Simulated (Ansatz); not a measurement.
# Cl2GaH: the cost of one run

All numbers below are computed with Ansatz 0.2.0 (RKS BLYP-D4/def2-SVP).

### 1 The structure to begin with

Bond lengths: Ga1–H2 1.770 Å, Ga1–Cl3 2.440 Å, Ga1–Cl4 2.240 Å. Angles: H2–Ga1–Cl3 49.7°, H2–Ga1–Cl4 150.9°, Cl3–Ga1–Cl4 159.4°.

As a file:

```xyz
4

Ga    0.0000    0.0000    0.0000
H     0.9098    0.0000    1.5183
Cl    2.4075    0.0000    0.3969
Cl   -1.9398    0.0000   -1.1200
```

### 2 A restrained relaxation towards end A

Springs on the bonds that form and break draw the guess towards this end; the thresholds are loose.

The input, input.yaml:

```yaml
crystal:
  periodic: [false, false, false]
  atoms:
    - { symbol: Ga, position_ang: [0.0, 0.0, 0.0] }
    - { symbol: H, position_ang: [0.9098, 0.0, 1.5183] }
    - { symbol: Cl, position_ang: [2.4075, 0.0, 0.3969] }
    - { symbol: Cl, position_ang: [-1.9398, 0.0, -1.12] }
basis:
  gaussian: { orbitals: def2-SVP }
hamiltonian:
  xc: blyp
  dispersion: d4
relax:
  f_tol: 0.15
  max_steps: 25
  restrain:
    - { distance: [1, 2], at: 2.57, k: 30.0 }
    - { distance: [0, 1], at: 1.57, k: 30.0 }
    - { distance: [0, 2], at: 2.24, k: 30.0 }
```

Started as:

```bash
$ ansatz run input.yaml --threads 1 --pin off --max-ram 2048MiB --backend cpu --events-out ev --progress --plain --runs-dir out
```

Q: Estimate wall time and peak memory on 1 thread of Arm Neoverse V2, shared host.

About 11 s, with a peak of 0.12 GiB.
